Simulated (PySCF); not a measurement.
# C5H6FNO2: the cost of one run

Programs: PySCF 2.14.0, with routines of our own; each step states its level. All values are computed. Atoms count from 0.

## (1) The starting structure

15 atoms, charge 0, multiplicity 1; geometry from: GFN2-xTB.

## (2) Magnetic properties: GIAO BHandHLYP/pcSseg-1

The job: settings as JSON, then the geometry in Å.

```
{"job": {"kind": "mag", "xc": "BHandHLYP", "basis": "pcSseg-1", "isotopologues": 0}, "charge": 0, "multiplicity": 1}
C     -2.956091    -0.512891    -0.364383
O     -1.850787    -0.757316     0.486624
C     -0.647169    -0.294357     0.078385
F     -0.658914     0.334472    -1.126168
C      0.444937    -0.460207     0.818692
O      1.735849    -0.085165     0.597846
C      2.035097     0.596422    -0.605810
C      3.454665     0.888027    -0.634171
N      4.570496     1.124457    -0.674248
H     -3.811095    -0.953900     0.141727
H     -2.820113    -0.986122    -1.340832
H     -3.122395     0.558700    -0.505099
H      0.345138    -0.972998     1.761188
H      1.791123    -0.018240    -1.485687
H      1.484847     1.547106    -0.675631
```

Method: GIAO BHandHLYP/pcSseg-1 magnetisability, rotational g tensor and spin-rotation constants, non-relativistic, gas phase.

Command:

```sh
OMP_NUM_THREADS=1 python excited_run.py task.json out
```

The driver reads the jobs from task.json and runs them one after another.

**Question.** How long does this first job take on 1 thread of Arm Neoverse V1, shared host, and how much memory does it need?

About 33 s, with a peak of 0.83 GiB.
